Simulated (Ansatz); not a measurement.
# BIF₂: vertical ionisation energy

An exercise on one series of results from a longer session: the logs are not shown, and one member is left open.

Program: Ansatz 0.2.0, Gaussian basis. Level of theory: unrestricted cation, the program's frozen cores in correlated methods. These are calculated values, not measurements.

Plan: UKS PBE-D4/def2-TZVPP; UKS r2SCAN-D4/def2-TZVPP; UKS PBE0-D4/def2-TZVPP; UKS B3LYP-D4/def2-TZVPP; UKS wB97X-V/def2-TZVPP; UKS wB97M-V/def2-TZVPP; UKS B2PLYP/def2-TZVPP; UHF-CCSD(T)/def2-TZVPP; UHF-CCSD(T)/def2-QZVPP; extrapolation to the limit; then −ε(HOMO) from the neutral's earlier runs with LDA (SPW92), PBE-D4, revPBE-D4, BLYP-D4, r2SCAN-D4, B97M-V, PBE0-D4, B3LYP-D4, r2SCANh-D4, r2SCAN0-D4, HSE06-D4, BHLYP-D4, CAM-B3LYP-D4, LC-ωPBE, ωB97X-V, ωB97M-V.

## Structure used throughout

The geometry comes from an earlier relaxation with PBE0-D4 in a triple-zeta def2 set; it is a stationary point. I takes the def2 core potential; no spin-orbit term is included.

4 atoms, charge 0, spin multiplicity 1.

Atoms are counted from 1 here; the program's logs count them from 0.

Bond lengths: F1–B2 1.309 Å, B2–F3 1.309 Å, B2–I4 2.120 Å. Angles: F1–B2–F3 119.1°, F1–B2–I4 120.4°, F3–B2–I4 120.4°.

Geometry (Å):

```csv
atom,x (Å),y (Å),z (Å)
F1,0.2930,-1.3938,0.1882
B2,-0.0973,-0.1480,0.0913
F3,-1.2315,0.2084,0.6392
I4,1.0913,1.2731,-0.9390
```

Set-up of the first run:

File in.yaml:

```yaml
crystal:
  periodic: [false, false, false]
  atoms:
    - {symbol: F, position_ang: [0.293025, -1.393785, 0.188164]}
    - {symbol: B, position_ang: [-0.097327, -0.148023, 0.091297]}
    - {symbol: F, position_ang: [-1.231547, 0.208405, 0.639191]}
    - {symbol: I, position_ang: [1.091349, 1.273103, -0.938952]}
basis:
  gaussian: {orbitals: def2-TZVPP}
total_charge: 1
magnetization: {spin_polarized: true, initial_magnetization: 1}
hamiltonian: {xc: pbe, dispersion: d4}
```

Run with:

```console
$ ansatz run in.yaml --threads 2 --pin off --events-out ev --progress --plain --max-ram 32768MiB --backend cpu
```

Steps of the session up to this table: Cation, UKS PBE-D4/def2-TZVPP; Cation, UKS r2SCAN-D4/def2-TZVPP; Cation, UKS PBE0-D4/def2-TZVPP; Cation, UKS B3LYP-D4/def2-TZVPP; Cation, UKS wB97X-V/def2-TZVPP; Cation, UKS wB97M-V/def2-TZVPP; Cation, UKS B2PLYP (frozen core)/def2-TZVPP; Cation, UHF-CCSD(T)/def2-TZVPP; Cation, UHF-CCSD(T)/def2-QZVPP.

One table of the session follows, with a row left open; its other results are not shown here.

Orbital estimates, from the neutral's runs:

```
  functional  −ε(HOMO) (eV)
 LDA (SPW92)           7.12
      PBE-D4           6.94
   revPBE-D4           6.88
     BLYP-D4           6.75
   r2SCAN-D4           7.25
      B97M-V           7.23
     PBE0-D4           8.14
    B3LYP-D4           7.88
  r2SCANh-D4              ?
  r2SCAN0-D4           8.35
    HSE06-D4           7.75
    BHLYP-D4           9.16
CAM-B3LYP-D4           9.42
     LC-ωPBE          10.78
     ωB97X-V          10.43
     ωB97M-V          10.30
```

**Question.** Estimate the row for r2SCANh-D4.

Worked estimate for «−ε(HOMO) (eV)». Against the share of exact exchange, r2SCAN-D4 (0, 7.25), r2SCAN0-D4 (0.25, 8.35) give a slope of 4.40 per unit share; at 0.1 the line stands at 7.69.

As computed: −ε(HOMO) (eV): 7.69. In «−ε(HOMO) (eV)» the line misses by 0.00.
